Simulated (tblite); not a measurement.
# C5H14FNSi2: the cost of one run

The runs use tblite 0.8.0 and PySCF 2.14.0, with density-fitted response routines of our own; the level of theory stands in each step. All values are computed, except where a source is named. Atoms are numbered from 0 throughout.

## 1. Starting geometry

23 atoms, charge 0, multiplicity 1; geometry from: force field or distance geometry start.

Bonds of the start (Å): F0–Si1 1.61, Si1–N2 1.74, N2–C3 1.46, C3–C4 1.54, C4–Si5 1.86, N2–C6 1.49, C6–C7 1.50, C7–C8 1.50, C8–C6 1.51, Si1–H9 1.48, Si1–H10 1.48, C3–H11 1.09, C3–H12 1.11, C4–H13 1.10, C4–H14 1.10, Si5–H15 1.50, Si5–H16 1.48, Si5–H17 1.49, C6–H18 1.10, C7–H19 1.08, C7–H20 1.09, C8–H21 1.09, C8–H22 1.07.

## 2. Relaxing the molecule with GFN2-xTB

The job: settings as JSON, then the geometry in Å.

```
{"job": {"kind": "relax", "xc": "GFN2-xTB", "basis": "xTB"}, "charge": 0, "multiplicity": 1}
F      0.539900     2.606800    -1.665700
Si    -0.254500     1.366400    -2.307000
N     -0.443700     0.194000    -1.029000
C      0.682800    -0.618400    -0.572900
C      1.607400     0.089400     0.439300
Si     3.047400    -0.942900     1.019500
C     -1.447200     0.418000     0.043400
C     -2.914300     0.270000    -0.239300
C     -2.220000    -0.751100     0.612600
H     -1.583800     1.787800    -2.789800
H      0.564600     0.749400    -3.374400
H      1.261300    -0.976200    -1.429200
H      0.293600    -1.547800    -0.100200
H      2.017600     1.002500    -0.023300
H      1.036000     0.409100     1.317700
H      3.881300    -0.166400     1.989900
H      2.558300    -2.164100     1.702700
H      3.891500    -1.351200    -0.133900
H     -1.182900     1.205100     0.759700
H     -3.228600    -0.045000    -1.226800
H     -3.605800     0.962600     0.242800
H     -2.433600    -0.743500     1.676400
H     -2.072000    -1.727700     0.203400
```

Started as:

```sh
OMP_NUM_THREADS=1 python probes_run.py task.json out
```

This one command runs all jobs of the session in turn.

Q: Estimate the wall time of this first job on 1 thread of Arm Neoverse N1, shared host.

About 1.8 s.
